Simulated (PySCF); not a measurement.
**The bond of SrI, level by level**

One job finds the state of SrI, follows it along the bond with each method and fits the curves.

Method: Sr def2-TZVPP with ECP28, I def2-TZVPP with ECP28, scalar-relativistic core potentials; program: PySCF 2.14.0.

**1. Set-up**

The job is set up so:

```yaml
atoms: Sr, I
charge: 0
basis: Sr def2-TZVPP with ECP28, I def2-TZVPP with ECP28
Hamiltonian: scalar-relativistic core potentials
basis_functions: 90
electrons_treated: 35
masses_in_u: 87.9056, 126.9045
levels: PBE0, PBE, r²SCAN, PW91, BP86, B97-3, B2PLYP, ωB97M-V, HF, MP2, SCS-MP2
grid: 80 radial by 434 angular points
occupations: held fixed by the projection of orbital angular momentum
dissociation_limit: Sr + I, each in its ground configuration
starting_distance_in_angstrom: 3.020
values_of_2S_to_try: 1, 3
```

Command:

```console
$ OMP_NUM_THREADS=1 python dia.py task.json out
```

After this run come: First curve: PBE0; Other states along the same grid; PBE; r²SCAN (meta-GGA); PW91 (GGA); BP86 (GGA); B97-3 (global hybrid GGA); B2PLYP (double hybrid); ωB97M-V (range-separated hybrid); UHF.

**Question.** What will these runs give? Wanted: for each run, Re; ωe; De; μ.

**Answer**, as computed:

Lowest PBE0 solution found, without spin–orbit coupling: ²Σ⁺ (doublet), unpaired electrons σ ↑. State 2 has its PBE0 minimum 1.56 eV higher. State 3 has its PBE0 minimum 4.72 eV higher. The other levels ran on the lowest alone.

```
      level  Re (Å)  ωe (cm⁻¹)  De (eV)  μ (D)
        UHF   3.070      162.3     2.81  -5.45
    UHF-MP2   3.007      167.8     3.14    n/a
UHF-SCS-MP2   3.022      165.8     2.98    n/a
        PBE   2.978      168.1     3.21  -5.04
       PW91   2.975      168.7     3.25  -5.06
       BP86   2.982      167.2     3.17  -5.27
     r²SCAN   2.981      171.5     3.49  -5.31
       PBE0   2.976      171.0     3.24  -5.15
      B97-3   3.004      165.2     2.93  -5.06
    ωB97M-V   2.993      169.3     2.98  -5.54
     B2PLYP   3.005      166.6     3.02  -5.56
```

De is counted to Sr + I in their ground configurations. A positive dipole means Sr(−)I(+).

**Reading.** Bond lengths run from 2.975 Å (PW91) to 3.070 Å (UHF). Of the levels with a De here, UHF gives the least (2.81 eV) and r²SCAN the most (3.49 eV).

Correlated steps freeze 4 core orbitals. These are scalar-relativistic numbers at best; spin–orbit coupling would shift them, the dissociation energy most. B2PLYP dipoles, levels and charges come from its SCF part alone. With spin–orbit coupling the term label itself may not hold.
